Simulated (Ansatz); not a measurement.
Here is an Ansatz 0.2.0 calculation.

input.yaml

```yaml
crystal:
  lattice:
    - [3.3690001795, 0.0, 0.0]
    - [-1.6845000897, 2.9176397408, 0.0]
    - [0.0, 0.0, 28.325]
  atoms:
    - { symbol: Sb, position: [0.6666666667, 0.3333333334, 0.2647837599] }
    - { symbol: Sb, position: [0.3333333333, 0.6666666666, 0.358870256] }
    - { symbol: Sb, position: [0.6666666667, 0.3333333334, 0.452956752] }
    - { symbol: Sb, position: [0.3333333333, 0.6666666666, 0.547043248] }
    - { symbol: Sb, position: [0.6666666667, 0.3333333334, 0.641129744] }
    - { symbol: Sb, position: [0.3333333333, 0.6666666666, 0.7352162401] }
hamiltonian:
  xc: blyp
  pseudopotentials: { kind: paw }
kpoints:
  mp_grid: { grid: [9, 9, 1] }
scf:
  occupations: { method: fermi_dirac, width: 0.05 }
  n_extra_bands: 15
output:
  forces: true
  eigenvalues: true
  dos: { projected: true, de: 0.05, nscf_kmesh: { grid: [14, 14, 1] } }
  write_density: true
  write_potential: true
  elf: true
  volumetric_format: npy
efield:
  axis: 3
  dipole_correction: true
  ramp_width: 0.04
```

Potentials or basis: Ansatz PAW.

Launch:

```bash
$ ansatz run input.yaml --threads 4 --pin off --max-ram 11264MiB --backend cpu --events-out ev --progress --plain --runs-dir out
```

(1) Estimate the work function of the upper face.

(2) Predict the work function of the lower face.

(3) Predict the band gap on the k mesh.

(4) Predict the dipole across the slab.

(5) What does it give for the density of states at the Fermi level?

Answers

(1) 3.99 eV.

(2) 3.99 eV.

(3) none (metal or under the smearing width).

(4) 0.000 e·Å.

(5) 6.16 states/eV per cell.
